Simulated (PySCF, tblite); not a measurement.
# C₅H₈O₃SSi: geometry, infrared bands and NMR shifts

What infrared bands and NMR shifts should C₅H₈O₃SSi (`C=C(OC=O)[SiH2]OC(C)=S`) show?

Computed with tblite 0.8.0 and PySCF 2.14.0, with density-fitted response routines of our own, on a single molecule in the gas phase. Atoms count from 0, in the outputs and in this text.

### 1 Starting geometry

18 atoms, charge 0, multiplicity 1; geometry from: force field or distance geometry start.

Bonds of the start (Å): C0–C1 1.34, C1–O2 1.40, O2–C3 1.38, C3–O4 1.22, C1–Si5 1.87, Si5–O6 1.66, O6–C7 1.34, C7–C8 1.51, C7–S9 1.66, C0–H10 1.08, C0–H11 1.10, C3–H12 1.10, Si5–H13 1.49, Si5–H14 1.49, C8–H15 1.09, C8–H16 1.09, C8–H17 1.10.

### 2 Optimising the geometry with GFN2-xTB

Job settings and geometry (Å):

```
{"job": {"kind": "relax", "xc": "GFN2-xTB", "basis": "xTB"}, "charge": 0, "multiplicity": 1}
C     -2.378500    -1.439100     0.528800
C     -1.560400    -0.382500     0.619200
O     -2.044700     0.901500     0.326800
C     -1.659100     1.404100    -0.901100
O     -0.942800     0.850900    -1.712100
Si     0.197700    -0.520400     1.248900
O      1.119800     0.798400     0.843300
C      1.944700     0.987800    -0.191900
C      2.265700    -0.127800    -1.152700
S      2.606000     2.506200    -0.310600
H     -2.085300    -2.451900     0.771700
H     -3.414200    -1.305300     0.192600
H     -2.105100     2.399100    -1.008700
H      0.835900    -1.761400     0.730600
H      0.167300    -0.629600     2.731800
H      2.800200    -0.917200    -0.618800
H      2.896000     0.230600    -1.970900
H      1.347900    -0.536900    -1.598600
```

The run is started by

```sh
OMP_NUM_THREADS=1 python probes_run.py task.json out
```

The driver reads the jobs from task.json and runs them one after another.

**Question.** This job is followed by: GFN2-xTB harmonic vibrations, gas phase; GIAO PBE0/pcSseg-1 NMR shielding, non-relativistic, gas phase. Predict these results of the whole session: strongest single infrared mode (GFN2-xTB); zero-point energy (GFN2-xTB); ¹³C shifts against TMS (PBE0/pcSseg-1); ¹H shifts against TMS (PBE0/pcSseg-1, means over atoms taken as alike); ¹⁷O shifts against H2O (PBE0/pcSseg-1); ²⁹Si shifts against TMS (PBE0/pcSseg-1); ³³S shifts against CS2 (PBE0/pcSseg-1).

As calculated:

| quantity | value |
| --- | --- |
| strongest single infrared mode (GFN2-xTB) | 1286 cm⁻¹, 837 km/mol |
| zero-point energy (GFN2-xTB) | 75.4 kcal/mol |
| ¹³C shifts against TMS (PBE0/pcSseg-1) | 235.2, 167.4, 162.6, 121.8, 38.8 ppm |
| ¹H shifts against TMS (PBE0/pcSseg-1, means over atoms taken as alike) | 7.95, 6.16, 5.61, 5.48, 2.93 ppm |
| ¹⁷O shifts against H2O (PBE0/pcSseg-1) | 413.2, 281.1, 237.3 ppm |
| ²⁹Si shifts against TMS (PBE0/pcSseg-1) | -48.7 ppm |
| ³³S shifts against CS2 (PBE0/pcSseg-1) | 590 ppm |

What this shows: Over 158 steps the energy fell by 0.555 eV; of the close pairs, O2–C3 changed most, 1.382 to 1.303 Å. The lowest mode is slightly imaginary (7i cm⁻¹), a soft motion within the noise of the Hessian, so the minimum is not strictly shown. The strongest single mode, at 1286 cm⁻¹, moves mainly C7. Unscaled tight-binding wavenumbers are off by several per cent, some by more. Its intensities can rank the bands wrongly. The most deshielded carbon is C7 (thiocarbonyl carbon), at 235.2 ppm: low-lying n→π* states of the double bond to the heteroatom give a large paramagnetic term (-301 ppm). At PBE0/pcSseg-1: Shielding is most anisotropic at S9 (span 1166 ppm, paramagnetic term -1145 ppm).
